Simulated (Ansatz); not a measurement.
# C2H10BNSi2: taking an electron away

One table from this session's results is given with a row withheld; the runs are named, their logs left out.

The runs use Ansatz 0.2.0, Gaussian basis; unrestricted cation, the program's frozen cores in correlated methods.

Levels to be run: UKS PBE-D4/def2-TZVPP; UKS r2SCAN-D4/def2-TZVPP; UKS PBE0-D4/def2-TZVPP; UKS B3LYP-D4/def2-TZVPP; UKS wB97X-V/def2-TZVPP; UKS wB97M-V/def2-TZVPP; UKS B2PLYP/def2-TZVPP; UHF-CCSD(T)/def2-TZVPP; UHF-MP2/def2-QZVPP; extrapolation to the limit; then −ε(HOMO) from the neutral's earlier runs with LDA (SPW92), PBE-D4, revPBE-D4, BLYP-D4, r2SCAN-D4, B97M-V, PBE0-D4, B3LYP-D4, r2SCANh-D4, r2SCAN0-D4, HSE06-D4, BHLYP-D4, CAM-B3LYP-D4, LC-ωPBE, ωB97X-V, ωB97M-V.

### The relaxed structure

The geometry comes from an earlier relaxation with PBE0-D4 in a triple-zeta def2 set; it is a stationary point, not always the lowest conformer.

SMILES `BN(C=C)[SiH2][SiH3]`, 16 atoms, charge 0, spin multiplicity 1.

Atoms are counted from 1 here; the program's logs count them from 0.

Bond lengths: B1–N2 1.408 Å, B1–H7 1.194 Å, B1–H8 1.198 Å, N2–C3 1.402 Å, N2–Si5 1.773 Å, C3–C4 1.330 Å, C3–H9 1.086 Å, C4–H10 1.081 Å, C4–H11 1.084 Å, Si5–Si6 2.348 Å, Si5–H12 1.489 Å, Si5–H13 1.481 Å, Si6–H14 1.489 Å, Si6–H15 1.486 Å, Si6–H16 1.487 Å. Angles: N2–B1–H7 119.5°, N2–B1–H8 118.7°, H7–B1–H8 121.8°, B1–N2–C3 120.0°, B1–N2–Si5 120.9°, C3–N2–Si5 119.0°, N2–C3–C4 126.1°, N2–C3–H9 113.5°, C4–C3–H9 120.4°, C3–C4–H10 119.8°, C3–C4–H11 123.2°, H10–C4–H11 117.0°, N2–Si5–Si6 110.9°, N2–Si5–H12 109.6°, N2–Si5–H13 106.2°, Si6–Si5–H12 110.3°, Si6–Si5–H13 110.6°, H12–Si5–H13 109.1° and more.

As a file:

```xyz
16
charge 0, multiplicity 1
B    -1.8460   -1.3445   -0.7362
N    -0.5773   -0.8589   -0.3673
C     0.4688   -0.8496   -1.3006
C     1.7238   -0.4777   -1.0672
Si   -0.2955   -0.1782    1.2451
Si    0.2496    2.1019    1.1088
H    -2.7320   -1.3414    0.0644
H    -2.0051   -1.7480   -1.8526
H     0.1695   -1.1852   -2.2890
H     2.4495   -0.5010   -1.8684
H     2.0765   -0.1562   -0.0937
H     0.7957   -0.9314    1.9223
H    -1.5552   -0.3686    2.0003
H    -0.1508    2.7612    2.3826
H     1.7055    2.3248    0.9078
H    -0.4999    2.7299   -0.0119
```

Set-up of the first run:

Contents of in.yaml:

```yaml
crystal:
  periodic: [false, false, false]
  atoms:
    - {symbol: B, position_ang: [-1.846036, -1.344480, -0.736246]}
    - {symbol: N, position_ang: [-0.577306, -0.858891, -0.367321]}
    - {symbol: C, position_ang: [0.468822, -0.849624, -1.300611]}
    - {symbol: C, position_ang: [1.723814, -0.477687, -1.067152]}
    - {symbol: Si, position_ang: [-0.295473, -0.178191, 1.245094]}
    - {symbol: Si, position_ang: [0.249644, 2.101877, 1.108828]}
    - {symbol: H, position_ang: [-2.732042, -1.341354, 0.064433]}
    - {symbol: H, position_ang: [-2.005081, -1.747956, -1.852555]}
    - {symbol: H, position_ang: [0.169513, -1.185198, -2.289045]}
    - {symbol: H, position_ang: [2.449507, -0.500971, -1.868394]}
    - {symbol: H, position_ang: [2.076525, -0.156191, -0.093686]}
    - {symbol: H, position_ang: [0.795665, -0.931421, 1.922308]}
    - {symbol: H, position_ang: [-1.555248, -0.368578, 2.000263]}
    - {symbol: H, position_ang: [-0.150768, 2.761231, 2.382626]}
    - {symbol: H, position_ang: [1.705474, 2.324808, 0.907798]}
    - {symbol: H, position_ang: [-0.499908, 2.729927, -0.011940]}
basis:
  gaussian: {orbitals: def2-TZVPP}
total_charge: 1
magnetization: {spin_polarized: true, initial_magnetization: 1}
hamiltonian: {xc: pbe, dispersion: d4}
```

Steps of the session up to this table: Cation, UKS PBE-D4/def2-TZVPP; Cation, UKS r2SCAN-D4/def2-TZVPP; Cation, UKS PBE0-D4/def2-TZVPP; Cation, UKS B3LYP-D4/def2-TZVPP; Cation, UKS wB97X-V/def2-TZVPP; Cation, UKS wB97M-V/def2-TZVPP; Cation, UKS B2PLYP (frozen core)/def2-TZVPP; Cation, UHF-CCSD(T)/def2-TZVPP; Cation, UHF-MP2/def2-QZVPP.

One of the session's tables, all rows but one given; the rest of the session is left out.

It belongs to the step «Ionisation energies side by side». For comparison, −ε(HOMO) of the neutral from earlier runs:

```
  functional  −ε(HOMO) (eV)
 LDA (SPW92)           6.26
      PBE-D4           6.06
   revPBE-D4           5.98
     BLYP-D4           5.88
   r2SCAN-D4           6.21
      B97M-V           6.27
     PBE0-D4           7.07
    B3LYP-D4           6.86
  r2SCANh-D4           6.60
  r2SCAN0-D4           7.19
    HSE06-D4           6.68
    BHLYP-D4           7.95
CAM-B3LYP-D4           8.33
     LC-ωPBE           9.67
     ωB97X-V           9.30
     ωB97M-V              ?
```

Estimate the missing values for ωB97M-V.

The run gave: −ε(HOMO) (eV): 9.24. In the column «−ε(HOMO) (eV)» it lies between CAM-B3LYP-D4 (8.33) and ωB97X-V (9.30).
